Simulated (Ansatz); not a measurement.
# SiNH₃ + H₂: a complex and its separated parts

The complex below is one end of an elementary step. How strongly is it bound against its free parts?

Method: PBE0-D4/def2-TZVP structures, single points in def2-TZVPP, no counterpoise correction; program: Ansatz 0.2.0, Gaussian basis.

Levels: SPW92, PBE-D4, BLYP-D4, r2SCAN-D4, B97M-V, PBE0-D4, B3LYP-D4, r2SCAN0-D4, BHLYP-D4, CAM-B3LYP-D4, wB97X-V, wB97M-V, B2PLYP, PBE-QIDH, RPA on PBE, Hartree-Fock, MP2, CCSD, CCSD(T).

Correlated methods freeze the cores. B3LYP uses VWN-RPA correlation. B2PLYP carries no dispersion term here.

40 further runs of the same task are left out: 40 set aside as unsound or not needed.

## 1. The system as given

The complex: 7 atoms, charge 0, spin multiplicity 1.

Atoms are counted from 1 here; the program's logs count them from 0.

Bond lengths: Si1–N3 1.593 Å, Si1–H5 1.476 Å, Si1–H6 1.490 Å, H2–H4 0.748 Å, N3–H7 1.012 Å. Angles: N3–Si1–H5 118.1°, N3–Si1–H6 129.5°, H5–Si1–H6 112.4°, Si1–N3–H7 121.1°.

As a file:

```
Si   -0.68324    0.12540   -0.51751
H     0.81072   -1.07458    2.09004
N     0.21225    1.21446   -1.25824
H     1.16122   -0.45261    1.86789
H    -1.61284    0.58659    0.53270
H    -0.75087   -1.34826   -0.72827
H     0.86275    0.94920   -1.98661
```

Its parts: SiNH₃ holds atoms 1, 3, 5, 6, 7; H₂ holds atoms 2, 4. Each part counts its atoms afresh in its own runs.

## 2. Relaxing SiNH₃ alone

File relax-a/in.yaml:

```yaml
crystal:
  periodic: [false, false, false]
  atoms:
    - {symbol: Si, position_ang: [-0.683239, 0.125403, -0.517508]}
    - {symbol: N, position_ang: [0.212248, 1.214457, -1.258240]}
    - {symbol: H, position_ang: [-1.612837, 0.586594, 0.532695]}
    - {symbol: H, position_ang: [-0.750869, -1.348264, -0.728272]}
    - {symbol: H, position_ang: [0.862753, 0.949204, -1.986611]}
basis:
  gaussian: {orbitals: def2-TZVP}
hamiltonian: {xc: pbe0, dispersion: d4}
relax: {f_tol: 0.005, max_steps: 200}
```

Launch:

```sh
$ ansatz run in.yaml --threads 2 --pin off --events-out ev --progress --plain --max-ram 4352MiB
```

After this run come: Relaxing H₂ alone; SPW92/def2-TZVPP; PBE-D4/def2-TZVPP; BLYP-D4/def2-TZVPP; r2SCAN-D4/def2-TZVPP; B97M-V/def2-TZVPP; PBE0-D4/def2-TZVPP; B3LYP-D4/def2-TZVPP; r2SCAN0-D4/def2-TZVPP; BHLYP-D4/def2-TZVPP; CAM-B3LYP-D4/def2-TZVPP; wB97X-V/def2-TZVPP; wB97M-V/def2-TZVPP; B2PLYP/def2-TZVPP; PBE-QIDH/def2-TZVPP; RPA on PBE/def2-TZVPP; CCSD(T)/def2-TZVPP; Vibrations of SiNH₃; Vibrations of H₂.

What does the calculation give? Wanted: complex less parts, CCSD(T)/def2-TZVPP; with zero-point energy; largest T1 diagnostic.

The runs gave:

```
                              quantity         value
complex less parts, CCSD(T)/def2-TZVPP  -0.99 kJ/mol
                with zero-point energy  +2.99 kJ/mol
                 largest T1 diagnostic         0.019
```

**Reading.** At CCSD(T) the complex lies 0.99 kJ/mol below its parts. Among the functionals PBE-QIDH lands nearest to CCSD(T) (-0.53 kJ/mol) and SPW92 farthest (-5.52 kJ/mol). By rung, the mean size of the error is: LDA 5.52, GGA 1.77, meta-GGA 1.08, hybrid 1.73, range-separated hybrid 1.57, double hybrid 0.77 kJ/mol. PBE-D4 gives a relative energy 2.72 kJ/mol too low, an error of 275 % of the reference. No counterpoise was applied, and triple zeta lacks some correlation, so the CCSD(T) reference has a basis error of its own, and close matches with it are partly luck.
